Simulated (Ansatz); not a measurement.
# HfMoC2 (P4/mmm) in Ansatz: equation of state

Aim: energy against volume of HfMoC2 in PBEsol, for its equilibrium volume and stiffness.

Program: Ansatz 0.2.0. These are calculated values, not measurements. Logs are shortened: lines on timing, memory, paths and dates and some standing lists are left out, and cuts for length are marked.

**1. Starting point**

The structure is tetragonal, space group P4/mmm (No. 123). The conventional cell has a = 3.191 Å, b = 3.191 Å, c = 4.485 Å, α = 90.00°, β = 90.00°, γ = 90.00°. Hf (site symmetry 4/mmm) has 6 C at 2.24 to 2.26 Å as nearest neighbours. Mo (site symmetry 4/mmm) has 6 C at 2.24 to 2.26 Å as nearest neighbours. C (site symmetry 4/mmm) has 2 Mo at 2.24 Å and 4 Hf at 2.26 Å as nearest neighbours. Around C (site symmetry 4/mmm) lie 2 Hf at 2.24 Å and 4 Mo at 2.26 Å.

The cell comes from a database or a generator and needn't be the stable form of this composition.

**2. Equation of state, PBEsol**

Potentials or basis: all-electron LAPW, scalar-relativistic.

This step only gathers the single runs of the series.

What came out:

- Equilibrium volume: 11.06 Å³/atom
- Bulk modulus at fixed shape and positions: 297 GPa
- Pressure derivative of the bulk modulus: 4.2

Energy against volume, from the lowest point:
```
volume (Å³/atom)  energy (meV/atom)
          10.735               8.48
          10.964               0.00
          11.192               0.68
          11.421               9.60
          11.649              25.91
          11.877              48.86
          12.106              77.79
```

Caveat: the cell was scaled at fixed shape and fractional positions, which overstates the stiffness of a crystal with free parameters, most of all of layers and chains. The run has no spin-orbit coupling, so splittings on Hf are missing.
